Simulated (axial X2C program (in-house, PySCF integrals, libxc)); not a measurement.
# BrAl: from the state search to constants

Aim: find the lowest determinant of BrAl, scan the bond at several levels and fit the constants, once spin-free and once with spin–orbit coupling.

Computed with an in-house X2C program for linear molecules on PySCF integrals. Level: all-electron X2C, Br dyall-cv3z, Al dyall-v3z.

All values are calculated.

**1. Set-up**

The input, task.json:

```json
{"zs": [35, 13], "q": 0, "bas": ["dyall-cv3z", "dyall-v3z"], "levels": ["PBE0", "HF", "PBE"], "cc": true, "r0": 2.4, "thr": -2.0, "nmax": 90, "npts": 10, "nst": 2, "ntry": 6}
```

Keys: zs atomic numbers; q charge; bas basis sets; levels methods (HF also brings MP2); cc coupled cluster on or off; r0 starting distance in Å; thr threshold in hartree for freezing inner shells (an s shell follows its p shell); nmax most natural virtual spinors; npts points asked for on the curve; nst determinants followed; ntry starts of the search.

Run with:

```sh
$ python so2c.py task.json out
```

Spin-free means the one-electron spin-free X2C Hamiltonian; two-component (2c) means X2C with spin–orbit coupling and atomic mean-field two-electron Coulomb and Gaunt terms. Basis: Br dyall-cv3z contracted to [8s9p6d4f1g], Al dyall-v3z contracted to [8s8p2d1f]; Gaussian nuclei, density fitting. Masses: Br 78.918 u, Al 26.982 u.

Notation: σ, π±, δ± give the projection m of an orbital's angular momentum (0, ±1, ±2), α and β its spin, Λ and M_S the sums; ω is the projection of a spinor's total angular momentum and Ω the sum. Logs are in hartree.

After this run come: PBE0, spin-free; HF, spin-free; PBE, spin-free; Correlated methods, spin-free; PBE0, 2c; HF, 2c; PBE, 2c; Correlated methods, 2c.

**Question.** What will these runs give? Wanted: for each run, Hamiltonian; Re; ωe; De; μ.

As calculated:

Lowest determinant found, spin-free: M_S = 0, Λ = 0 (closed shell).

Lowest determinant found, 2c: Ω = 0 (closed shell).

```tsv
Hamiltonian	level	Re (Å)	ωe (cm⁻¹)	De (eV)	μ (D)
spin-free	PBE0	2.317	370	4.55	1.70
spin-free	HF	2.326	368	3.46	1.89
spin-free	MP2	2.313	380	4.63	n/a
spin-free	CCSD	2.315	379	4.37	n/a
spin-free	CCSD(T)	2.316	379	4.48	n/a
spin-free	PBE	2.337	358	4.64	1.70
2c	PBE0	2.318	370	4.45	1.70
2c	HF	2.327	368	3.30	1.89
2c	MP2	2.314	380	4.49	n/a
2c	CCSD	2.316	378	4.22	n/a
2c	CCSD(T)	2.317	378	4.34	n/a
2c	PBE	2.338	357	4.53	1.69
```

Dipoles are positive if Al is the positive end.

What this shows: At CCSD(T), going from spin-free to two-component changes Re by +1 mÅ, ωe by -0.1 % and De by -0.14 eV, so spin–orbit coupling matters for this bond. The bond energy falls because the coupling lowers the separated atoms more than the molecule.

De refers to Br + Al. Each curve is one determinant whose occupation by symmetry is held fixed; it was picked as the lowest of a PBE0 search that is not exhaustive. The closed shell is kept restricted, so the energy runs too high when the bond is stretched far. Dissociation energies refer to the lowest single-determinant-based atoms at the same level and basis. Coupled cluster ran in a truncated set of natural virtual spinors; the MP2 energy of the rest was added.
